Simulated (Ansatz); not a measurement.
# C2H10N2Si, SMILES CN[SiH2]CN: a single point in a Gaussian basis

Program: Ansatz 0.2.0 through its Python package.

Input file `c2h10n2si.xyz`:
```text
15

C    -1.18020   -0.18990    1.66700
N     0.18090    0.06040    1.36860
Si    0.97880   -0.66690    0.04340
C     0.86430    0.29760   -1.54790
N    -0.61610    0.58300   -1.85750
H    -1.44080   -1.17790    1.88940
H    -1.49030    0.45940    2.52700
H    -1.82720    0.18120    0.81390
H     0.71420   -0.14490    2.25390
H     0.52330   -2.06240   -0.00580
H     2.42920   -0.69420    0.47020
H     1.22980   -0.28290   -2.35660
H     1.29780    1.25470   -1.49840
H    -0.69240    1.18120   -2.65980
H    -0.99320    1.15080   -1.07790
```

Script `run_energy.py`:
```python
# -*- coding: utf-8 -*-
"""Single point of C2H10N2Si."""

import ansatz as az
import numpy as np

system = az.Crystal.molecule_from_extxyz("c2h10n2si.xyz")

base = system.calculation().basis(gaussian="6-31G*").functional(az.LibraryFunctional("wB97M-V")).forces()
out = base.run(threads=1, backend="cpu")
summary = out.report

print("reference energy %16.6f eV" % summary["reference_energy_ev"])
print("total energy     %16.6f eV" % summary["free_energy_ev"])
print("occupied (up, down):", summary["n_occupied"], " virtual:", summary["n_virtual"], " frozen:", summary["n_frozen"])

symbols = [site.symbol for site in system.cartesian_sites]
forces = np.array(summary["forces_ev_ang"])
print("largest force", round(float(np.linalg.norm(forces, axis=1).max()), 4), "eV/A, rms", round(float(np.sqrt((forces ** 2).mean())), 4))

charges = summary["charge_distribution"]
dipole = np.array(charges["dipole_moment_e_ang"]) * 4.803205
print("dipole (D): {:.3f} {:.3f} {:.3f}, length {:.3f}".format(*dipole, np.linalg.norm(dipole)))
print("atom  Mulliken   Lowdin")
for symbol, m, l in zip(symbols, charges["mulliken_charges_e"], charges["lowdin_charges_e"]):
    print(f"{symbol:4s} {m:9.3f} {l:8.3f}")
```

Running `python run_energy.py` prints:
```text
reference energy    -13090.253832 eV
total energy        -13090.253832 eV
occupied (up, down): [25, 25]  virtual: [74, 74]  frozen: 0
largest force 3.8878 eV/A, rms 1.0911
dipole (D): 0.219 1.034 0.411, length 1.134
atom  Mulliken   Lowdin
C       -0.301   -0.269
N       -0.687   -0.361
Si       0.558    0.286
C       -0.369   -0.331
N       -0.754   -0.425
H        0.157    0.104
H        0.142    0.104
H        0.148    0.120
H        0.321    0.254
H       -0.078   -0.083
H       -0.094   -0.088
H        0.180    0.141
H        0.171    0.131
H        0.307    0.203
H        0.300    0.215
```

What to keep in mind:
- Total energies depend on the basis set; only differences at equal settings carry meaning.
- The geometry is a force-field or estimated start, not a minimum of this method, and the basis set is short of its limit.
- The Löwdin charges here are taken after orthogonalising the functions within each atom; they differ from plain Löwdin charges, and their signs can be unphysical.
- Wall time of the script: 26 s on 1 thread of Arm Neoverse V1, with other jobs on the host, peak memory 0.38 GiB.

(A comment or docstring line of the script was reworded after the run, the code is as it ran; lines on the test bed's own set-up are left out of the output.)
